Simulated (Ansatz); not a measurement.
# C2H8B2O: basis-set convergence

The task here is to estimate one member of a computed series from the others.

The runs use Ansatz 0.2.0, Gaussian basis; one geometry, several basis sets.

The runs, in order: PBE0-D4/def2-SVP; ωB97M-V/def2-SVP; PBE0-D4/def2-QZVPP; ωB97M-V/def2-QZVPP; the functionals' def2-TZVPP values are taken from earlier runs.

**The relaxed structure**

An earlier PBE0-D4 in a triple-zeta def2 set relaxation fixed the geometry.

SMILES `CBBOC`, 13 atoms, charge 0, spin multiplicity 1.

Atoms are counted from 1 here; the program's logs count them from 0.

Bond lengths: C1–B2 1.562 Å, C1–H6 1.091 Å, C1–H7 1.102 Å, C1–H8 1.094 Å, B2–B3 1.684 Å, B2–H9 1.207 Å, B3–O4 1.349 Å, B3–H10 1.210 Å, O4–C5 1.410 Å, C5–H11 1.096 Å, C5–H12 1.092 Å, C5–H13 1.092 Å. Angles: B2–C1–H6 116.5°, B2–C1–H7 105.1°, B2–C1–H8 112.9°, H6–C1–H7 107.3°, H6–C1–H8 109.6°, H7–C1–H8 104.5°, C1–B2–B3 125.2°, C1–B2–H9 116.0°, B3–B2–H9 118.8°, B2–B3–O4 128.4°, B2–B3–H10 117.8°, O4–B3–H10 113.8°, B3–O4–C5 122.0°, O4–C5–H11 111.8°, O4–C5–H12 109.3°, O4–C5–H13 109.1°, H11–C5–H12 109.0°, H11–C5–H13 109.0° and more.

Set-up of the first run:

Contents of in.yaml:

```yaml
crystal:
  periodic: [false, false, false]
  atoms:
    - {symbol: C, position_ang: [-0.818058, -0.761361, 1.696279]}
    - {symbol: B, position_ang: [-0.160051, 0.487911, 1.029385]}
    - {symbol: B, position_ang: [1.235634, 0.462170, 0.088046]}
    - {symbol: O, position_ang: [1.340920, 0.319672, -1.249526]}
    - {symbol: C, position_ang: [0.208346, 0.158826, -2.074375]}
    - {symbol: H, position_ang: [-0.254246, -1.693935, 1.644294]}
    - {symbol: H, position_ang: [-1.760157, -0.917359, 1.145476]}
    - {symbol: H, position_ang: [-1.130541, -0.578656, 2.728925]}
    - {symbol: H, position_ang: [-0.684083, 1.549653, 1.263407]}
    - {symbol: H, position_ang: [2.299557, 0.590912, 0.650680]}
    - {symbol: H, position_ang: [-0.723510, 0.211795, -1.500051]}
    - {symbol: H, position_ang: [0.262725, -0.809897, -2.576053]}
    - {symbol: H, position_ang: [0.203864, 0.945470, -2.831789]}
basis:
  gaussian: {orbitals: def2-SVP}
hamiltonian: {xc: pbe0, dispersion: d4}
output: {orbitals: {seedname: orbitals}}
```

Steps of the session up to this table: PBE0-D4 in def2-SVP; ωB97M-V in def2-SVP; PBE0-D4 in def2-QZVPP; ωB97M-V in def2-QZVPP.

One of the session's tables, all rows but one given; the rest of the session is left out.

It belongs to the step «Density functionals: the series». 

```
functional       basis  HOMO (eV)
   PBE0-D4    def2-SVP      -7.25
   PBE0-D4  def2-TZVPP      -7.33
   PBE0-D4  def2-QZVPP          ?
   ωB97M-V    def2-SVP      -9.50
   ωB97M-V  def2-TZVPP      -9.61
   ωB97M-V  def2-QZVPP      -9.62
```

**Question.** Estimate the row for PBE0-D4, def2-QZVPP.

The run gave: HOMO (eV): -7.35. In the column «HOMO (eV)» it lies between ωB97M-V, def2-SVP (-9.50) and PBE0-D4, def2-TZVPP (-7.33).
